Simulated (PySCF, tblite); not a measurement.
# CH₇ClFOPSi₂, a small molecule taken as a stand-in for a surface group (Si site with back bonds F, OC, [PH][SiH3]): NMR shifts, core binding energies and electronic excitations

What NMR shifts, core binding energies and electronic excitations should one expect for `CO[Si](F)(Cl)P[SiH3]`?

Programs: tblite 0.8.0 and PySCF 2.14.0. All values are calculated, for the isolated system unless a continuum is named. Atoms count from 0, parts from 1.

### 1 Starting point

14 atoms, charge 0, multiplicity 1; geometry: distance geometry start.

### 2 Geometry optimisation with GFN2-xTB

The job: settings as JSON, then the geometry in Å.

```
{"job": {"kind": "relax", "xc": "GFN2-xTB", "basis": "xTB"}, "charge": 0, "multiplicity": 1}
Si    -0.582626     0.760124    -0.050617
F     -1.706316     1.364703    -1.030514
O     -0.889130    -0.861524     0.129462
C     -2.216230    -1.285144     0.150633
P      1.375930     1.094813    -0.957907
Si     2.505766    -0.007453     0.574830
Cl    -0.778795     1.652318     1.777230
H     -2.720267    -1.115118    -0.787816
H     -2.216288    -2.400547     0.314504
H     -2.781699    -0.842694     0.983258
H      1.591953     2.397242    -0.449856
H      3.953116     0.230857     0.316276
H      2.208982     0.462651     1.932997
H      2.235935    -1.457165     0.458941
```

Method: GFN2-xTB geometry optimisation, gas phase.

Command:

```console
$ OMP_NUM_THREADS=1 python cluster_run.py task.json out
```

One launch serves the whole session: the jobs run in the order shown.

**Question.** The jobs that follow are: PBE0-D3(BJ)/def2-SVP geometry optimisation, gas phase; GIAO PBE0/pcSseg-1 NMR shielding, non-relativistic, gas phase; delta-SCF UKS SCAN, pcX-2 on the ionised atom, pcseg-1 elsewhere, spin-free X2C; TDDFT CAM-B3LYP/def2-SVPD, vertical, gas phase, core orbitals frozen in the response. Predict: point group; rotational constants (main isotopes); 13C shifts against TMS (PBE0/pcSseg-1); 1H shifts against TMS (PBE0/pcSseg-1); 29Si shifts against TMS (PBE0/pcSseg-1); 19F shifts against CFCl3 (PBE0/pcSseg-1); 17O shifts against H2O (PBE0/pcSseg-1); 31P shifts against H3PO4 (PBE0/pcSseg-1); potential on the surface of density 0.002 e/bohr³, 1st and 99th percentile; Si2p binding energies, SCAN/pcX-2 (standing for 1 of 2 atoms); F1s binding energies, SCAN/pcX-2; O1s binding energies, SCAN/pcX-2; P2p binding energies, SCAN/pcX-2; Cl2p binding energies, SCAN/pcX-2; lowest singlet (CAM-B3LYP/def2-SVPD); brightest single state of those computed; lowest triplet; vertical ionisation energy (ΔSCF).

**Answer**, as computed:

```
                                                                  quantity                                         value
                                                               point group                                            C1
                                      rotational constants (main isotopes)                          1.42, 0.86, 0.81 GHz
                                    13C shifts against TMS (PBE0/pcSseg-1)                                      52.4 ppm
                                     1H shifts against TMS (PBE0/pcSseg-1)  4.22, 4.10, 3.99, 3.80, 3.73, 3.66, 1.20 ppm
                                   29Si shifts against TMS (PBE0/pcSseg-1)                               -1.5, -72.2 ppm
                                  19F shifts against CFCl3 (PBE0/pcSseg-1)                                    -102.7 ppm
                                    17O shifts against H2O (PBE0/pcSseg-1)                                      66.9 ppm
                                  31P shifts against H3PO4 (PBE0/pcSseg-1)                                    -292.7 ppm
potential on the surface of density 0.002 e/bohr³, 1st and 99th percentile                            -0.90 V and 1.17 V
             Si2p binding energies, SCAN/pcX-2 (standing for 1 of 2 atoms)                                 Si0 109.01 eV
                                          F1s binding energies, SCAN/pcX-2                                  F1 692.43 eV
                                          O1s binding energies, SCAN/pcX-2                                  O2 538.73 eV
                                          P2p binding energies, SCAN/pcX-2                                  P4 136.64 eV
                                         Cl2p binding energies, SCAN/pcX-2                                 Cl6 206.64 eV
                                      lowest singlet (CAM-B3LYP/def2-SVPD)                   6.28 eV (197 nm), f = 0.030
                                  brightest single state of those computed                   state 6, 7.63 eV, f = 0.123
                                                            lowest triplet                                       5.49 eV
                                         vertical ionisation energy (ΔSCF)                                       9.81 eV
```

What this shows: The start of the PBE0/def2-SVP relaxation was shaken at random by about 0.01 Å, so part of the energy gained, and of the first lengths quoted, undoes that. The optimisation took 11 steps and gained 0.227 eV; among the close pairs (by a distance rule), O2–C3 changed most, from 1.361 to 1.408 Å (PBE0/def2-SVP). No frequency check was run at this level, so the end point may be a saddle. Hydrogens of an XH3 group are listed apart at this fixed geometry; free rotation makes them one line at their mean. At PBE0/pcSseg-1: Shielding is most anisotropic at Cl6 (span 277 ppm, paramagnetic term -287 ppm). The lowest singlet, at 6.28 eV, is HOMO→LUMO 0.62, HOMO→LUMO+2 0.27 and is weak; of the 6 states computed, the strongest absorption comes from state 6 at 7.63 eV (the last computed, so partners may be missing). The lowest triplet lies 0.79 eV below the lowest singlet (triplets in Tamm-Dancoff, singlets in full TDDFT). ΔSCF puts the ionisation energy at 9.81 eV, 0.71 eV above −ε(HOMO). A capped cluster stands for the solid here, so long-range fields and strain are missing, and bands or shifts of the capping hydrogens have no counterpart in it.
